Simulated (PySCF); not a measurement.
# YC: from the state search to spectroscopic constants

One table from this session's results is given with a row withheld; the runs are named, their logs left out.

The runs use PySCF 2.14.0; Y def2-TZVPP with ECP28, C def2-TZVPP, scalar-relativistic core potentials.

The first run:

The job is set up so:

```json
{
  "atoms": "Y, C",
  "charge": "0",
  "basis": "Y def2-TZVPP with ECP28, C def2-TZVPP",
  "Hamiltonian": "scalar-relativistic core potentials",
  "basis functions": "87",
  "electrons treated": "17",
  "masses in u": "88.9058, 12.0000",
  "levels": "PBE0, PBE, r²SCAN, B3LYP, TPSS, M06-L, M06-2X, CAM-B3LYP, HF, MP2, SCS-MP2, CCSD, CCSD(T)",
  "grid": "80 radial by 434 angular points",
  "occupations": "held fixed by the projection of orbital angular momentum",
  "dissociation limit": "Y + C, each in its ground configuration",
  "starting distance in angstrom": "2.175",
  "values of 2S to try": "1, 3, 5"
}
```

Run with:

```console
> OMP_NUM_THREADS=1 python dia.py task.json out
```

Among the steps run: Input; The PBE0 curve of the state that the search chose; Higher solutions at PBE0; PBE; r²SCAN; B3LYP (global hybrid GGA); TPSS; M06-L (meta-GGA); M06-2X; CAM-B3LYP; ROHF (mean field); Adding correlation.

One of the session's tables, all rows but one given; the rest of the session is left out.

It belongs to the step «Constants by level of theory». 

| level | Re (Å) | ωe (cm⁻¹) | De (eV) |
| --- | --- | --- | --- |
| ROHF | 2.028 | 751 | 1.87 |
| ROHF-MP2 | 2.005 | 741 | 3.40 |
| ROHF-SCS-MP2 | 2.013 | 730 | 3.03 |
| ROHF-CCSD | 2.024 | 720 | 2.99 |
| ROHF-CCSD(T) | 2.036 | 696 | 3.22 |
| PBE | 2.015 | 710 | 4.03 |
| TPSS | ? | ? | ? |
| r²SCAN | 2.011 | 725 | 3.76 |
| M06-L | 2.015 | 702 | 3.64 |
| B3LYP | 2.016 | 718 | 3.38 |
| PBE0 | 1.999 | 741 | 3.69 |
| M06-2X | 2.007 | 720 | 3.19 |
| CAM-B3LYP | 2.003 | 742 | 3.29 |

**Question.** Estimate the row for TPSS.

**Answer.** Re (Å): 2.022; ωe (cm⁻¹): 712; De (eV): 3.83. In the column «Re (Å)» it lies between B3LYP (2.016) and ROHF-CCSD (2.024).

De is counted to Y + C in their ground configurations.

To keep in mind: The state is the lowest single determinant that the PBE0 search found; with open d or f shells the true ground state can be another one.
